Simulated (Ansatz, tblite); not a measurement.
# n-SiGeGeSiH10 (Si₂Ge₂H₁₀): one state, many levels

How do method and basis change the picture of n-SiGeGeSiH10 (Si₂Ge₂H₁₀) (singlet)?

Program: Ansatz 0.2.0, Gaussian basis. Level of theory: as each input shows. These are calculated values, not measurements.

Levels to be run: GFN1-xTB, GFN2-xTB, PBE-D4/def2-TZVP, r2SCAN-D4/def2-TZVP, B3LYP-D4/def2-TZVP, HSE06-D4/def2-TZVP, LC-ωPBE/def2-TZVP, PBE-D4/def2-SVP, PBE0-D4/def2-SVP, CCSD(T)/def2-SVP, MP2/def2-TZVP.

2 further runs of the same task are left out: 2 set aside as unsound or not needed. Runs told in other sessions of the task aren't counted.

### 1 The structure

The geometry is that of the singlet, from an earlier relaxation (PBE-D4/def2-SVP).

14 atoms, charge 0, spin multiplicity 1.

Bond lengths: Ge1–Ge2 2.444 Å, Ge1–Si3 2.394 Å, Ge1–H8 1.555 Å, Ge1–H9 1.555 Å, Ge2–Si4 2.393 Å, Ge2–H10 1.555 Å, Ge2–H11 1.555 Å, Si3–H5 1.505 Å, Si3–H6 1.505 Å, Si3–H7 1.505 Å, Si4–H12 1.506 Å, Si4–H13 1.507 Å, Si4–H14 1.506 Å. Angles: Ge2–Ge1–Si3 111.1°, Ge2–Ge1–H8 109.0°, Ge2–Ge1–H9 108.8°, Si3–Ge1–H8 110.1°, Si3–Ge1–H9 110.4°, H8–Ge1–H9 107.4°, Ge1–Ge2–Si4 111.0°, Ge1–Ge2–H10 108.9°, Ge1–Ge2–H11 108.9°, Si4–Ge2–H10 110.3°, Si4–Ge2–H11 110.2°, H10–Ge2–H11 107.4°, Ge1–Si3–H5 109.6°, Ge1–Si3–H6 109.4°, Ge1–Si3–H7 111.4°, H5–Si3–H6 108.7°, H5–Si3–H7 108.9°, H6–Si3–H7 108.9° and more.

PBE0-D4/def2-TZVP was run before; its log isn't repeated, and its numbers join the tables.

### 2 GFN1-xTB

Tight binding, by tblite at 300 K electronic temperature and without a spin-polarisation term:

```python
tblite.interface.Calculator('GFN1-xTB', numbers, positions, charge=0, uhf=0).singlepoint()
```

Energy -338.3537 eV, HOMO -11.16 eV, LUMO -7.32 eV; 0.011 s.

### 3 GFN2-xTB

Tight binding, by tblite at 300 K electronic temperature and without a spin-polarisation term:

```python
tblite.interface.Calculator('GFN2-xTB', numbers, positions, charge=0, uhf=0).singlepoint()
```

Energy -337.6496 eV, HOMO -9.70 eV, LUMO -5.64 eV; 0.009 s.

### 4 PBE-D4/def2-TZVP

start.molden holds the orbitals of an earlier run on this state, given as this run's starting guess.

in.yaml reads:

```yaml
crystal:
  periodic: [false, false, false]
  atoms:
    - {symbol: Ge, position_ang: [0.872210, -0.804195, 0.288986]}
    - {symbol: Ge, position_ang: [-0.866142, 0.796764, -0.335417]}
    - {symbol: Si, position_ang: [3.014501, 0.255557, 0.418816]}
    - {symbol: Si, position_ang: [-3.018636, -0.248803, -0.383931]}
    - {symbol: H, position_ang: [2.980344, 1.334237, 1.467752]}
    - {symbol: H, position_ang: [3.341879, 0.883832, -0.908556]}
    - {symbol: H, position_ang: [4.096179, -0.730869, 0.770096]}
    - {symbol: H, position_ang: [0.505402, -1.439451, 1.660457]}
    - {symbol: H, position_ang: [0.898726, -1.950873, -0.761461]}
    - {symbol: H, position_ang: [-0.524475, 1.393595, -1.730011]}
    - {symbol: H, position_ang: [-0.862485, 1.969715, 0.685590]}
    - {symbol: H, position_ang: [-3.341480, -0.793116, 0.982158]}
    - {symbol: H, position_ang: [-4.095994, 0.723952, -0.788004]}
    - {symbol: H, position_ang: [-3.000050, -1.390336, -1.366475]}
basis:
  gaussian: {orbitals: def2-TZVP, initial_orbitals: start.molden}
hamiltonian: {xc: pbe, dispersion: d4}
scf: {omitted_lower_state_checks: [starts]}
output: {forces: true, orbitals: {seedname: orbitals}}
```

On the command line:

```bash
$ ansatz run in.yaml --threads 4 --pin off --events-out ev --progress --plain --max-ram 4787MiB
```

The runs that follow: r2SCAN-D4/def2-TZVP; B3LYP-D4/def2-TZVP; HSE06-D4/def2-TZVP; LC-ωPBE/def2-TZVP; PBE-D4/def2-SVP; PBE0-D4/def2-SVP; CCSD(T)/def2-SVP; MP2/def2-TZVP.

Before running them: what should the planned runs give, taken together? Wanted: gap in def2-TZVP, named functionals, smallest and largest; correlation energy, CCSD(T)/def2-SVP; correlation energy, MP2/def2-TZVP; binding an atom, CCSD(T)/def2-SVP; PBE0 total energy, smallest basis above largest.

**Answer**, as computed:

| quantity | value |
| --- | --- |
| gap in def2-TZVP, named functionals, smallest and largest | 5.29 eV (PBE-D4), 11.49 eV (LC-ωPBE) |
| correlation energy, CCSD(T)/def2-SVP | -20.71 eV |
| correlation energy, MP2/def2-TZVP | -20.46 eV |
| binding an atom, CCSD(T)/def2-SVP | 2.665 eV |
| PBE0 total energy, smallest basis above largest | 19.76 eV (def2-SVP, def2-TZVP) |

Orbital gaps of the named functionals in def2-TZVP span 5.29 eV (PBE-D4) to 11.49 eV (LC-ωPBE); exact exchange widens it. The functionals in def2-TZVP miss CCSD(T)/def2-SVP by +0.124 (LC-ωPBE) to +0.179 eV (r2SCAN-D4) an atom. The yardstick is in a double-zeta basis, so levels in larger sets aren't compared like for like. CCSD(T)/def2-SVP isn't at the basis-set limit; small misses against it rank nothing.
